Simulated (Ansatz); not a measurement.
# InH₂+ (triplet): the correlation ladder at scale of all distances = 2.367, def2-TZVPP

Aim: climb from Hartree-Fock through coupled cluster and multireference methods for InH₂+ (triplet) at one geometry and basis, and see what each rung misses.

Program: Ansatz 0.2.0, Gaussian basis. Level of theory: def2-TZVPP, core rule «outside noble gas», up to 9 orbitals frozen. These are calculated values, not measurements.

Plan: UHF; CCSD(T) on ROHF; CCSD(T) on UHF; BCCD(T) on ROHF; CCSDT(Q) on ROHF; CCSDT(Q) on UHF; CASSCF and NEVPT2, 4 electrons in 4 orbitals; CASSCF and MRCISD+Q, 4 electrons in 6 orbitals; CASSCF and NEVPT2, 4 electrons in 6 orbitals; Full CI.

12 further runs of the same task are left out: 9 that didn't finish, 3 set aside as unsound or not needed.

### Step 1. The system

The geometry derives from a PBE0/def2-TZVP stationary point (not a proven minimum). All distances are scaled together. No spin-orbit coupling is included. Elements past krypton take def2 core potentials.

3 atoms, charge 1, spin multiplicity 3.

Atoms are counted from 1 here; the program's logs count them from 0.

No contacts short enough for the rule that draws bonds.

### Step 2. UHF

File in.yaml:

```yaml
crystal:
  periodic: [false, false, false]
  atoms:
    - {symbol: In, position_ang: [0.000000, 0.000000, -0.065338]}
    - {symbol: H, position_ang: [0.000000, 2.706175, 3.721431]}
    - {symbol: H, position_ang: [0.000000, -2.706175, 3.721431]}
basis:
  gaussian: {orbitals: def2-TZVPP}
total_charge: 1
magnetization: {spin_polarized: true, initial_magnetization: 2}
hamiltonian: {xc: hf}
output: {orbitals: {seedname: orbitals}}
```

Started as:

```
$ ansatz run in.yaml --threads 1 --pin off --events-out ev --progress --plain --max-ram 2393MiB
```

Further steps of the session: CCSD(T) on ROHF; CCSD(T) on UHF; BCCD(T) on ROHF; CCSDT(Q) on ROHF; CCSDT(Q) on UHF; CASSCF and NEVPT2, 4 electrons in 4 orbitals; CASSCF and MRCISD+Q, 4 electrons in 6 orbitals; CASSCF and NEVPT2, 4 electrons in 6 orbitals; Full CI.

**Question.** What will the summary of the whole plan be? Wanted: FCI below the RHF energy; RMP2 from FCI; UMP2 from FCI; RCCSD from FCI; RCCSD(T) from FCI; UCCSD(T) from FCI; RCCSDT(Q) from FCI; UCCSDT(Q) from FCI; NEVPT2 pair from FCI.

As calculated:

| quantity | value |
| --- | --- |
| FCI below the RHF energy | -0.8970 eV |
| RMP2 from FCI | +24.8 kJ/mol |
| UMP2 from FCI | +24.8 kJ/mol |
| RCCSD from FCI | 0.0 kJ/mol |
| RCCSD(T) from FCI | 0.0 kJ/mol |
| UCCSD(T) from FCI | 0.0 kJ/mol |
| RCCSDT(Q) from FCI | 0.0 kJ/mol |
| UCCSDT(Q) from FCI | 0.0 kJ/mol |
| NEVPT2 pair from FCI | +26.2 kJ/mol |
| NEVPT2 valence from FCI | +1.7 kJ/mol |
| MRCISD+Q valence from FCI | +0.1 kJ/mol |
| levels within 1 kcal/mol (43 meV) | RCCSD, UCCSD, RCCSD(T), UCCSD(T), BCCD(T), RCCSDT, UCCSDT, RCCSDT(Q), UCCSDT(Q), NEVPT2 valence, MRCISD valence, MRCISD+Q valence |
| T1 diagnostic | 0.004 |
| effectively unpaired electrons | 2.04 |

What this shows: RCCSD(T) lands 0.0 kJ/mol from the yardstick (0.0 % of the correlation energy). One determinant dominates. Of the multireference levels listed MRCISD+Q valence comes nearest in total energy (+0.1 kJ/mol), which doesn't show that its space is the better one. These misses are within one basis, not against nature; the frozen cores of restricted and unrestricted runs differ, which can shift their rows.
